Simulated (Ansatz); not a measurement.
# C8H18MgO2: up Jacob's ladder to CCSD(T)

One table from this session's results is given with a row withheld; the runs are named, their logs left out.

Program: Ansatz 0.2.0, Gaussian basis. Level of theory: functionals in def2-TZVPP, the program's frozen cores in correlated methods. These are calculated values, not measurements.

Plan: LDA (SPW92), PBE-D4, revPBE-D4, BLYP-D4, r2SCAN-D4, B97M-V, PBE0-D4, B3LYP-D4, r2SCANh-D4, r2SCAN0-D4, HSE06-D4, BHLYP-D4, CAM-B3LYP-D4, LC-ωPBE, ωB97X-V, ωB97M-V, B2PLYP, PBE-QIDH; CCSD(T)/def2-SVP; CCSD(T)/def2-TZVPP; MP2/def2-QZVPP; extrapolation to the limit; RPA on PBE.

## Structure used throughout

All runs share one geometry, relaxed beforehand with PBE0-D4 in a triple-zeta def2 set.

29 atoms, charge 0, spin multiplicity 1.

Atoms are counted from 1 here; the program's logs count them from 0.

Bond lengths: C1–C2 1.527 Å, C1–H12 1.093 Å, C1–H13 1.093 Å, C1–H14 1.093 Å, C2–C3 1.527 Å, C2–C4 1.527 Å, C2–O5 1.388 Å, C3–H15 1.093 Å, C3–H16 1.093 Å, C3–H17 1.093 Å, C4–H18 1.093 Å, C4–H19 1.093 Å, C4–H20 1.093 Å, O5–Mg6 1.759 Å, Mg6–O7 1.759 Å, O7–C8 1.388 Å, C8–C9 1.527 Å, C8–C10 1.527 Å and more. Angles: C2–C1–H12 111.7°, C2–C1–H13 110.0°, C2–C1–H14 110.0°, H12–C1–H13 108.4°, H12–C1–H14 108.4°, H13–C1–H14 108.3°, C1–C2–C3 109.8°, C1–C2–C4 109.8°, C1–C2–O5 109.2°, C3–C2–C4 109.8°, C3–C2–O5 109.2°, C4–C2–O5 109.2°, C2–C3–H15 111.7°, C2–C3–H16 110.0°, C2–C3–H17 110.0°, H15–C3–H16 108.4°, H15–C3–H17 108.4°, H16–C3–H17 108.3° and more.

Geometry (Å):

```mol
C8H18MgO2
  3D, bonds by distance, orders not assigned

 29 28  0  0  0  0  0  0  0  0999 V2000
    0.5345    2.6136    2.8716 C   0  0
   -0.5029    2.5652    1.7525 C   0  0
   -0.3768    3.8098    0.8774 C   0  0
   -1.9055    2.4948    2.3512 C   0  0
   -0.2820    1.4372    0.9746 O   0  0
   -0.0021    0.0007   -0.0016 Mg  0  0
    0.2791   -1.4352   -0.9782 O   0  0
    0.4979   -2.5663   -1.7521 C   0  0
   -0.8092   -3.3439   -1.8846 C   0  0
    1.5519   -3.4398   -1.0761 C   0  0
    0.9883   -2.1414   -3.1340 C   0  0
    0.3980    3.4895    3.5112 H   0  0
    1.5409    2.6506    2.4472 H   0  0
    0.4562    1.7180    3.4931 H   0  0
   -0.5436    4.7254    1.4510 H   0  0
   -1.1093    3.7730    0.0671 H   0  0
    0.6218    3.8571    0.4360 H   0  0
   -2.1233    3.3666    2.9736 H   0  0
   -2.6507    2.4466    1.5531 H   0  0
   -2.0042    1.5980    2.9681 H   0  0
   -0.6830   -4.2463   -2.4885 H   0  0
   -1.5707   -2.7177   -2.3564 H   0  0
   -1.1708   -3.6388   -0.8963 H   0  0
    2.4857   -2.8823   -0.9673 H   0  0
    1.2103   -3.7355   -0.0810 H   0  0
    1.7567   -4.3453   -1.6532 H   0  0
    0.2420   -1.5049   -3.6162 H   0  0
    1.9173   -1.5730   -3.0427 H   0  0
    1.1741   -3.0038   -3.7795 H   0  0
  1  2  8  0
  2  3  8  0
  2  4  8  0
  2  5  8  0
  5  6  8  0
  6  7  8  0
  7  8  8  0
  8  9  8  0
  8 10  8  0
  8 11  8  0
  1 12  8  0
  1 13  8  0
  1 14  8  0
  3 15  8  0
  3 16  8  0
  3 17  8  0
  4 18  8  0
  4 19  8  0
  4 20  8  0
  9 21  8  0
  9 22  8  0
  9 23  8  0
 10 24  8  0
 10 25  8  0
 10 26  8  0
 11 27  8  0
 11 28  8  0
 11 29  8  0
M  END
```

Set-up of the first run:

Contents of in.yaml:

```yaml
crystal:
  periodic: [false, false, false]
  atoms:
    - {symbol: C, position_ang: [0.534452, 2.613588, 2.871605]}
    - {symbol: C, position_ang: [-0.502864, 2.565172, 1.752485]}
    - {symbol: C, position_ang: [-0.376849, 3.809846, 0.877414]}
    - {symbol: C, position_ang: [-1.905490, 2.494760, 2.351153]}
    - {symbol: O, position_ang: [-0.281965, 1.437158, 0.974616]}
    - {symbol: Mg, position_ang: [-0.002098, 0.000711, -0.001559]}
    - {symbol: O, position_ang: [0.279056, -1.435157, -0.978213]}
    - {symbol: C, position_ang: [0.497878, -2.566340, -1.752052]}
    - {symbol: C, position_ang: [-0.809239, -3.343888, -1.884607]}
    - {symbol: C, position_ang: [1.551937, -3.439767, -1.076097]}
    - {symbol: C, position_ang: [0.988259, -2.141352, -3.133974]}
    - {symbol: H, position_ang: [0.398012, 3.489546, 3.511219]}
    - {symbol: H, position_ang: [1.540928, 2.650564, 2.447200]}
    - {symbol: H, position_ang: [0.456216, 1.717962, 3.493107]}
    - {symbol: H, position_ang: [-0.543571, 4.725367, 1.451034]}
    - {symbol: H, position_ang: [-1.109276, 3.772992, 0.067066]}
    - {symbol: H, position_ang: [0.621838, 3.857074, 0.435992]}
    - {symbol: H, position_ang: [-2.123331, 3.366605, 2.973611]}
    - {symbol: H, position_ang: [-2.650670, 2.446621, 1.553111]}
    - {symbol: H, position_ang: [-2.004234, 1.598005, 2.968085]}
    - {symbol: H, position_ang: [-0.683003, -4.246302, -2.488541]}
    - {symbol: H, position_ang: [-1.570741, -2.717717, -2.356354]}
    - {symbol: H, position_ang: [-1.170844, -3.638829, -0.896303]}
    - {symbol: H, position_ang: [2.485654, -2.882278, -0.967268]}
    - {symbol: H, position_ang: [1.210293, -3.735509, -0.080962]}
    - {symbol: H, position_ang: [1.756680, -4.345331, -1.653199]}
    - {symbol: H, position_ang: [0.242038, -1.504866, -3.616215]}
    - {symbol: H, position_ang: [1.917327, -1.573041, -3.042672]}
    - {symbol: H, position_ang: [1.174105, -3.003795, -3.779479]}
basis:
  gaussian: {orbitals: def2-TZVPP}
hamiltonian: {xc: lda}
output: {orbitals: {seedname: orbitals}}
```

Command:

```bash
$ ansatz run in.yaml --threads 11 --pin off --events-out ev --progress --plain --max-ram 120832MiB --backend cuda --devices 0, --max-vram 75GiB
```

Steps of the session up to this table: LDA; PBE-D4 (GGA); revPBE-D4 (GGA); BLYP-D4 (GGA); r2SCAN-D4 (meta-GGA); B97M-V (meta-GGA); B3LYP-D4 (hybrid); r2SCANh-D4 (hybrid); r2SCAN0-D4 (hybrid); HSE06-D4 (hybrid); BHLYP-D4 (hybrid); CAM-B3LYP-D4 (range-separated); LC-ωPBE (range-separated); ωB97X-V (range-separated); ωB97M-V (range-separated); B2PLYP (double hybrid); PBE-QIDH (double hybrid).

One table of the session follows, with a row left open; its other results are not shown here.

It belongs to the step «Orbital energies across the functionals». 

```
  functional  HOMO (eV)  gap (eV)
 LDA (SPW92)      -5.86      3.87
      PBE-D4      -5.66      3.89
   revPBE-D4      -5.57      3.96
     BLYP-D4      -5.56      3.83
   r2SCAN-D4      -5.92      4.62
      B97M-V      -6.07      4.26
     PBE0-D4      -7.10      6.09
    B3LYP-D4      -6.88      5.59
  r2SCANh-D4      -6.47      5.40
  r2SCAN0-D4      -7.31      6.56
    HSE06-D4          ?         ?
    BHLYP-D4      -8.52      8.09
CAM-B3LYP-D4      -8.55      8.28
     LC-ωPBE      -9.85     10.75
     ωB97X-V      -9.55     10.17
     ωB97M-V      -9.51      9.73
```

**Question.** Estimate the row for HSE06-D4.

The run gave: HOMO (eV): -6.70; gap (eV): 5.33. In the column «HOMO (eV)» it lies between B3LYP-D4 (-6.88) and r2SCANh-D4 (-6.47).
